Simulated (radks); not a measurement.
**The Coulomb parameter U of the 4d shell of Tc³⁺**

The task here is to estimate one member of a computed series from the others.

Program: radks (a radial shooting solver on a logarithmic mesh, Libxc functionals) version 1. Level of theory: Dirac Kohn-Sham, LDA (Slater exchange, Perdew-Wang correlation), spin-unpolarised, spherical densities, finite nucleus; open shells are shared between the two j in proportion to 2j + 1. These are calculated values, not measurements, unless marked.

### Starting point

* element: technetium (Z = 43)
* charge: +3
* electrons: 40
* configuration: [Kr] 4d2.5 5p1.5
* nuclear rms radius: 4.4112 fm

The first run:

Input:

```text
Z 43
configuration [Kr] 4d2.5 5p1.5
relativity Dirac
functional lda,pw
spin unpolarised
j_filling average
nucleus finite rms 4.4112 fm
c 137.035999084
```

The run is started by

```sh
$ python run_ks.py task.json out
```

All runs below come from this command, one after another.

Among the steps run: Start: [Kr] 4d2.5 5p1.5.

One of the session's tables, all rows but one given; the rest of the session is left out.

It belongs to the step «Start: [Kr] 4d2.5 5p1.5». Radial moments (bohr):

```
level     <r>  outermost maximum (interpolated)  90 % within  nodes
3d5/2  0.4004                             0.312        0.639      0
4s1/2   1.041                             0.943         1.51      3
4p1/2   1.120                             0.995         1.65      2
4p3/2   1.147                              1.02         1.69      2
4d3/2   1.437                              1.20         2.20      1
4d5/2   1.448                              1.21         2.22      1
5p1/2   2.818                              2.59         4.03      3
5p3/2       ?                                 ?            ?      ?
```

**Question.** Estimate the row for 5p3/2.

The run gave: <r>: 2.870; outermost maximum (interpolated): 2.64; 90 % within: 4.10; nodes: 3. In the column «<r>» it is the highest.
